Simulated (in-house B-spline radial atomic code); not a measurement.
**Er⁶⁵⁺: other nuclei and constants**

Thought experiments on Er⁶⁵⁺: change the model or size of the nucleus and the speed of light, one thing at a time, and follow the levels.

Method: Dirac-Hartree-Fock, average of configuration, Fermi nucleus, basis-set limit. Code: in-house B-spline radial atomic code version 1.

### 1 Starting point

```
element       : erbium (Z = 68)
charge        : +65
electrons     : 3
configuration : [He] 2s1
Hamiltonian   : Dirac-Coulomb
nucleus       : Fermi, rms radius 5.252 fm
```

The outer shells:

[He] 2s1
```
[He] core
2s [↑ ]
```

The boxes draw the filling by Hund's rule, which heavy ions in jj coupling don't follow; these runs average over all states of the configuration.

Settings of the run:

```ini
Z = 68
electrons = 3.0
configuration = [He] 2s1
hamiltonian = dirac
method = hf
spin_polarised = False
nucleus = fermi
rms_radius = 5.2516
mass_number = 166
atomic_mass = 165.930301067
speed_of_light = 137.035999084
```

From the earlier run of the reference: total energy -5501.180990 hartree (electron-nucleus part -11924.7749, recoil term 0.01818738). Levels, eight at most:

| orbital | occupation | energy (eV) | <r> (bohr) |
| --- | --- | --- | --- |
| 1s1/2 | 2 | -65653.9 | 0.02026 |
| 2s1/2 | 1 | -16300.8 | 0.08159 |

### 2 Gaussian nucleus

Settings of the run:

```ini
Z = 68
electrons = 3.0
configuration = [He] 2s1
hamiltonian = dirac
method = hf
spin_polarised = False
nucleus = gauss
rms_radius = 5.2516
mass_number = 166
atomic_mass = 165.930301067
speed_of_light = 137.035999084
```

### 3 Uniform sphere

Changes to the settings of step 2:

```diff
@@ -6,3 +6,3 @@
 spin_polarised = False
-nucleus = gauss
+nucleus = sphere
 rms_radius = 5.2516
```

### 4 Nearly point-like nucleus (rms radius 0.01 fm)

Changes to the settings of step 3:

```diff
@@ -6,4 +6,4 @@
 spin_polarised = False
-nucleus = sphere
-rms_radius = 5.2516
+nucleus = gauss
+rms_radius = 0.01
 mass_number = 166
```

### 5 Rms radius × 0.98

Changes to the settings of step 4:

```diff
@@ -6,4 +6,4 @@
 spin_polarised = False
-nucleus = gauss
-rms_radius = 0.01
+nucleus = fermi
+rms_radius = 5.1466
 mass_number = 166
```

### 6 Rms radius × 1.02

Changes to the settings of step 5:

```diff
@@ -7,3 +7,3 @@
 nucleus = fermi
-rms_radius = 5.1466
+rms_radius = 5.3566
 mass_number = 166
```

### 7 Speed of light × 0.95

Settings of the run:

```ini
Z = 68
electrons = 3.0
configuration = [He] 2s1
hamiltonian = dirac
method = hf
spin_polarised = False
nucleus = fermi
rms_radius = 5.2516
mass_number = 166
atomic_mass = 165.930301067
speed_of_light = 130.1841991298
```

Before running: By how much, and in which direction, does each change move the total energy and the levels?

As calculated:

All values are changes from the reference run; energy changes under 1e-04 eV count as noise.

| change | Δ total energy (eV) | Δ 1s1/2 level (eV) | Δ 2s1/2 level (eV) |
| --- | --- | --- | --- |
| Gaussian nucleus | -0.2027 | -0.09275 | -0.01406 |
| uniform sphere | +0.05344 | +0.02445 | +0.003707 |
| nearly point-like nucleus (rms radius 0.01 fm) | -33.37 | -15.27 | -2.305 |
| rms radius × 0.98 | -1.144 | -0.5235 | -0.07897 |
| rms radius × 1.02 | +1.16 | +0.531 | +0.08011 |
| speed of light × 0.95 | -1268 | -537 | -165.6 |

**Reading.** The largest shift, -1268 eV, belongs to the run "speed of light × 0.95". A radius 2 % larger raises the energy by 1.16 eV, and one 2 % smaller lowers it by 1.14 eV. At a fixed rms radius the shape of the nuclear charge matters less than that: at most 0.20 eV.
